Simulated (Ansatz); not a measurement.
# Al2Pd (Fm-3m): equation of state with a fit in Python

Where is the equilibrium volume of Al2Pd (Fm-3m), and how stiff is it? The task is an equation of state with a fit, for Al2Pd (Fm-3m).

Program: Ansatz 0.2.0, driven from Python. Level of theory: DFT r2SCAN, plane waves, PAW. These are calculated values, not measurements.

## (1) The structure

Symmetry: Fm-3m, No. 225, cubic system. Conventional cell: a = 5.899 Å, b = 5.899 Å, c = 5.899 Å, α = 90.00°, β = 90.00°, γ = 90.00°. Around Al (site symmetry -43m) lie 4 Pd at 2.55 Å. Pd (site symmetry m-3m) has 8 Al at 2.55 Å as nearest neighbours.

No structure file is read: the coordinates are typed or built in the script.

## (2) The code

al2pd_eos.py reads:

```python
"""Equation of state of Al2Pd."""

import ansatz as az
import numpy as np
from scipy.optimize import curve_fit

VECTORS = np.array([
    [0.0, 2.949536, 2.949536],
    [2.949536, 0.0, 2.949536],
    [2.949536, 2.949536, 0.0],
])
SITES = [
    ("Al", [0.25, 0.25, 0.25]),
    ("Al", [0.75, 0.75, 0.75]),
    ("Pd", [0.0, 0.0, 0.0]),
]


def crystal_on(cell):
    crystal = az.Crystal(lattice=az.Lattice.of(cell))
    for symbol, position in SITES:
        crystal = crystal.atom(symbol, position)
    return crystal

def vinet(v, e0, v0, b0, b1):
    eta = (v / v0) ** (1 / 3)
    return e0 + 2 * b0 * v0 / (b1 - 1) ** 2 * (2 - (5 + 3 * b1 * (eta - 1) - 3 * eta) * np.exp(-1.5 * (b1 - 1) * (eta - 1)))

# uniform scaling of the cell
volumes, energies = [], []
for scale in np.linspace(0.88, 1.12, 7):
    cell = VECTORS * scale ** (1 / 3)
    calc = (
        crystal_on(cell).calculation()
        .functional(az.Functional.R2SCAN)
        .occupations("Fermi-Dirac", width=0.01)
        .basis(600)
        .kpoints(7, 7, 7)
    )
    summary = calc.run(threads=1, backend="cpu").report
    volumes.append(abs(np.linalg.det(cell)) / len(SITES))
    energies.append(summary["free_energy_ev"] / len(SITES))
    print(f"V = {volumes[-1]:8.4f} A^3/atom  F = {energies[-1]:.5f} eV/atom")

guess = (min(energies), volumes[int(np.argmin(energies))], 0.5, 4.5)
(e0, v0, b0, b1), _ = curve_fit(vinet, np.array(volumes), np.array(energies), p0=guess, maxfev=20000)
print(f"Vinet fit: V0 = {v0:.4f} A^3/atom, B0 = {160.21766 * b0:.1f} GPa, B1 = {b1:.2f}")
print("largest residual", round(1000 * float(np.abs(vinet(np.array(volumes), e0, v0, b0, b1) - energies).max()), 3), "meV/atom")
```

## (3) What the engine is handed

The engine receives this input (first run):

```yaml
crystal:
  lattice:
    - [0.0, 2.8264930719043075, 2.8264930719043075]
    - [2.8264930719043075, 0.0, 2.8264930719043075]
    - [2.8264930719043075, 2.8264930719043075, 0.0]
  atoms:
    - { symbol: Al, position: [0.25, 0.25, 0.25] }
    - { symbol: Al, position: [0.75, 0.75, 0.75] }
    - { symbol: Pd, position: [0.0, 0.0, 0.0] }
basis:
  ecutwfc: 600.0
kpoints:
  mp_grid:
    grid: [7, 7, 7]
hamiltonian:
  xc: r2scan
scf:
  occupations:
    method: fermi_dirac
    width: 0.01
```

## (4) Launch

Command:

```bash
$ python al2pd_eos.py
```

**Question.** Estimate the equilibrium volume and the bulk modulus.

As calculated:

| quantity | value |
| --- | --- |
| runs compared | 7 |
| range of energy | 120.80 meV/atom |
| lowest point, volume (Å³/atom) | 17.107 |
| equilibrium volume (fit) | 17.15 Å³/atom |
| bulk modulus (fit) | 119 GPa |

A third-order Birch-Murnaghan fit through the 7 points (the script's own form differs a little) has its minimum at 17.15 Å³ an atom, 0.3 % above the typed cell, with a bulk modulus of 119 GPa and dB/dP = 4.4. From that minimum the energy rises by 120.8 meV an atom on the compressed side and 71.8 meV on the expanded side. Reading the output:
- For a metal this k-point mesh is coarse: on a finer one energies can move by several to tens of meV an atom and pressures by half a GPa or more, differences at one mesh by less.
- This cell is a computed structure, which may not be the phase found in nature.
